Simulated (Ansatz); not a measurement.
# C2H3AlF2O: how energies converge with the basis set

An exercise on one series of results from a longer session: the logs are not shown, and one member is left open.

Computed with Ansatz 0.2.0, Gaussian basis. Level: one geometry, several basis sets.

Levels to be run: PBE0-D4/def2-SVP; ωB97M-V/def2-SVP; PBE0-D4/def2-QZVPP; ωB97M-V/def2-QZVPP; the functionals' def2-TZVPP values are taken from earlier runs.

### The geometry

The geometry comes from an earlier relaxation with PBE0-D4 in a triple-zeta def2 set; it is a stationary point, not always the lowest conformer.

SMILES `FC1(F)O[CH]1[AlH2]`, 9 atoms, charge 0, spin multiplicity 1.

Atoms are counted from 1 here; the program's logs count them from 0.

Bond lengths: F1–C2 1.344 Å, C2–F3 1.332 Å, C2–O4 1.335 Å, C2–C5 1.450 Å, O4–C5 1.514 Å, C5–Al6 1.973 Å, C5–H7 1.090 Å, Al6–H8 1.577 Å, Al6–H9 1.583 Å. Angles: F1–C2–F3 107.6°, F1–C2–O4 116.6°, F1–C2–C5 121.2°, F3–C2–O4 117.3°, F3–C2–C5 123.1°, O4–C2–C5 65.7°, C2–O4–C5 60.8°, C2–C5–O4 53.5°, C2–C5–Al6 120.3°, C2–C5–H7 113.1°, O4–C5–Al6 115.8°, O4–C5–H7 110.3°, Al6–C5–H7 123.3°, C5–Al6–H8 119.0°, C5–Al6–H9 116.8°, H8–Al6–H9 124.2°.

The first run:

in.yaml

```yaml
crystal:
  periodic: [false, false, false]
  atoms:
    - {symbol: F, position_ang: [1.061732, -1.648462, -0.059472]}
    - {symbol: C, position_ang: [1.089420, -0.428406, -0.623593]}
    - {symbol: F, position_ang: [2.356297, -0.156856, -0.931151]}
    - {symbol: O, position_ang: [0.165868, -0.180072, -1.555124]}
    - {symbol: C, position_ang: [0.127260, 0.591566, -0.253023]}
    - {symbol: Al, position_ang: [-1.365872, 0.155582, 0.960357]}
    - {symbol: H, position_ang: [0.500270, 1.605005, -0.401754]}
    - {symbol: H, position_ang: [-2.432515, -0.913180, 0.506038]}
    - {symbol: H, position_ang: [-1.413859, 0.928523, 2.340723]}
basis:
  gaussian: {orbitals: def2-SVP}
hamiltonian: {xc: pbe0, dispersion: d4}
output: {orbitals: {seedname: orbitals}}
```

Steps of the session up to this table: PBE0-D4 in def2-SVP; ωB97M-V in def2-SVP; PBE0-D4 in def2-QZVPP; ωB97M-V in def2-QZVPP.

One table of the session follows, with a row left open; its other results are not shown here.

It belongs to the step «Functionals by basis». 

| functional | basis | HOMO (eV) | LUMO (eV) |
| --- | --- | --- | --- |
| PBE0-D4 | def2-SVP | -8.28 | -1.92 |
| PBE0-D4 | def2-TZVPP | -8.35 | -1.95 |
| PBE0-D4 | def2-QZVPP | -8.38 | -1.98 |
| ωB97M-V | def2-SVP | -10.57 | -0.22 |
| ωB97M-V | def2-TZVPP | ? | ? |
| ωB97M-V | def2-QZVPP | -10.70 | -0.46 |

Estimate the missing values for ωB97M-V, def2-TZVPP.

The run gave: HOMO (eV): -10.67; LUMO (eV): -0.34. In the column «HOMO (eV)» it lies between ωB97M-V, def2-QZVPP (-10.70) and ωB97M-V, def2-SVP (-10.57).
